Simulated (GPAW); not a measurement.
The system is GaF.

```
Ga F
1.0
     3.16592    0.00000    0.00000
     0.00000    3.16592    0.00000
     0.00000    0.00000    3.16592
Ga F
1 1
Direct
  0.00000 0.00000 0.00000
  0.50000 0.50000 0.50000
```

The cell was built by a generator and needn't be a form met in nature.

Base run:

| Property | Result |
| --- | --- |
| Program | GPAW 26.7.0 |
| Functional | RPBE |
| Potentials or basis | the program's PAW data sets (release 1.2.1) made for this functional |
| Cutoff | 800 eV |
| Basis | pw |
| k mesh | 8 × 8 × 8 |
| Occupations | fermi-dirac, width 0.05 eV |
| Spin | no spin polarisation |

Its results: band gap on the k mesh 0.34 eV, indirect (least direct gap 1.16 eV); pressure 1.2 GPa.

Problem. The run is repeated on the same cell with these changes: functional from RPBE to revPBE. What comes out?

Solution. Band gap on the k mesh 0.34 eV, indirect (least direct gap 1.14 eV); pressure 0.4 GPa.
